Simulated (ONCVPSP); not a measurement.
**An ONCV potential for tellurium, from input to tests**

Aim: build the potential from the settings below, then test how well it stands in for the atom: other configurations, scattering, ghost states and the plane-wave cutoff that it needs.

Method: ONCVPSP 4.0.1.1 (patched build), PBE, scalar-relativistic.

### 1 Starting point

Typed settings, in words:

* element: tellurium (Te, Z = 52)
* type: optimised norm-conserving Vanderbilt (ONCV)
* frozen core: [Kr] 4d10
* valence charge: 6
* reference configuration: 5s2 5p4
* partial waves: 5s: rc 1.95 bohr, ncon 5, nbas 9, qcut 3.3 1/bohr, 2 projectors, debl 1.9 Ha; 5p: rc 2.20 bohr, ncon 4, nbas 8, qcut 3.1 1/bohr, 1 projector; d scattering state at 0.14 Ha: rc 2.10 bohr, ncon 4, nbas 8, qcut 4.4 1/bohr, 2 projectors, debl 1.6 Ha
* local potential: polynomial inside 1.60 bohr (lpopt 5, dvloc0 0 Ha)
* core correction: Teter function fitted to the true core (icmod 2), fcfact 0.5

The nodes and maxima of the atom's own shells, from an earlier all-electron run, set the scale for the radii.

All-electron outer shells of the reference configuration (PBE, scalar-relativistic, ld1.x):

| shell | level (eV) | outermost node (bohr) | outermost maximum (bohr) |
| --- | --- | --- | --- |
| 4p | -114.41 | 0.38 | 0.74 |
| 4d | -41.65 | 0.36 | 0.81 |
| 5s | -15.11 | 0.91 | 1.80 |
| 5p | -5.95 | 1.00 | 2.17 |

### 2 Generation

Contents of Te.dat:

```
# ATOM AND REFERENCE CONFIGURATION
# atsym  z   nc   nv     iexc    psfile
  Te 52.00    9    2        4      upf
#
#   n    l    f
    1    0    2.00
    2    0    2.00
    2    1    6.00
    3    0    2.00
    3    1    6.00
    3    2   10.00
    4    0    2.00
    4    1    6.00
    4    2   10.00
    5    0    2.00
    5    1    4.00
#
# PSEUDOPOTENTIAL AND OPTIMIZATION
# lmax
    2
#
#   l,   rc,      ep,       ncon, nbas, qcut
    0    1.95    0.00    5    9    3.30
    1    2.20    0.00    4    8    3.10
    2    2.10    0.14    4    8    4.40
#
# LOCAL POTENTIAL
# lloc, lpopt,  rc(5),   dvloc0
    4    5    1.60    0.00
#
# VANDERBILT-KLEINMAN-BYLANDER PROJECTORs
# l, nproj, debl
    0    2    1.90
    1    1    2.50
    2    2    1.60
#
# MODEL CORE CHARGE
# icmod, fcfact, rcfact
    2    0.50    1.00
#
# LOG DERIVATIVE ANALYSIS
# epsh1, epsh2, depsh
   -2.00    5.00    0.02
#
# OUTPUT GRID
# rlmax, drl
    6.00    0.01
#
# TEST CONFIGURATIONS
# ncnf
    4
# nvcnf
#   n    l    f
    2
    5    0    2.00
    5    1    3.00
#
    2
    5    0    2.00
    5    1    2.00
#
    2
    5    0    2.00
    5    1    1.00
#
    2
    5    0    2.00
    5    1    0.00
#
```

Run with:

```console
oncvpsp.x < Te.dat > Te.out
```

Before running it: what results should come out? Wanted: cutoffs for 1 and 0.1 mHa per electron, occupied waves; bound ghosts; GHOST(+) flags; largest test error; largest phase difference near zero energy, channels read; rms error of d²Exc/dn², without and with the model core.

**Answer**, as computed:

| quantity | value |
| --- | --- |
| cutoffs for 1 and 0.1 mHa per electron, occupied waves | 22 Ha and 51 Ha |
| bound ghosts | d at -18.10 eV |
| GHOST(+) flags | s at 30 eV |
| largest test error (AE − PS) | -187 meV, for 5s2 5p0 |
| largest phase difference near zero energy, channels read | 0.029 rad |
| rms error of d²Exc/dn², without and with the model core | 5.10 and 0.45 mHa |

It has a bound ghost (d), a state that the atom doesn't have, and that rules the file out. By total energies transferability is fair for so large an energy: the largest error is 187 meV on 91.0 eV, for 5s2 5p0. That test lies far up in energy; among those under 40 eV, nearer to bonding, the largest error is 12 meV. The potential is of middling hardness: the looser tolerance needs 22 Ha. At the looser tolerance the 5s wave is the slowest; 5p needs 11 Ha. Near zero energy the phases of the channels with partial waves agree within 0.029 rad. The pseudo curves have a pole with no partner nearby in the atom's: p at 0.76 Ha. At positive energy that is a spurious or a displaced resonance. The program also flags highly localised states, GHOST(+) (s).
